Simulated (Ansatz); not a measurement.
**RuSe (rocksalt): a single-point run**

The task is a single-point run on RuSe (rocksalt). The structure is shown as the input types it.

Computed with Ansatz 0.2.0 (DFT PBE, scalar-relativistic, plane waves, PAW, unless a step's input says otherwise).

3 further runs of the same task are left out: 1 that didn't finish, 2 set aside as unsound or not needed. Runs told in other sessions of the task aren't counted.

**1. The system as given**

It takes space group Fm-3m (No. 225, cubic). Conventional cell: a = 5.141 Å, b = 5.141 Å, c = 5.141 Å, α = 90.00°, β = 90.00°, γ = 90.00°. Around Ru (site symmetry m-3m) lie 6 Se at 2.57 Å. Se (site symmetry m-3m) has 6 Ru at 2.57 Å in its first shell of neighbours.

Structure file:

```xyz
2
Lattice="0.0000 2.5704 2.5704 2.5704 0.0000 2.5704 2.5704 2.5704 0.0000" Properties=species:S:1:pos:R:3 pbc="T T T"
Ru    2.5704    2.5704    2.5704
Se    0.0000    0.0000    0.0000
```

**2. Input and run**

input.yaml

```yaml
crystal:
  lattice:
    - [0.0, 2.5704067165, 2.5704067165]
    - [2.5704067165, 0.0, 2.5704067165]
    - [2.5704067165, 2.5704067165, 0.0]
  atoms:
    - { symbol: Ru, position: [0.5, 0.5, 0.5] }
    - { symbol: Se, position: [0.0, 0.0, 0.0] }
basis:
  ecutwfc: 420
  ecutrho_ratio: 4
kpoints:
  mp_grid: { grid: [1, 1, 1] }
hamiltonian:
  xc: pbe
scf:
  occupations: { method: gaussian, width: 0.05 }
  max_iter: 60
output:
  forces: true
  stress: true
```

Run with:

```bash
$ ansatz run input.yaml --threads 2 --pin off --max-ram 2662MiB --backend cpu --events-out ev --progress --plain --runs-dir out
```

Q: Will this input give a usable result? If not, why, and what should change?

The run converged and reported no error. It gives a pressure of 16 GPa, which is large; a structure far from rest gives such values too, whatever the setting.

The suspect setting: kpoints.mp_grid.grid is [1, 1, 1]. One k-point can't sample the Brillouin zone of so small a cell.

The test: set kpoints.mp_grid.grid to [12, 12, 12].
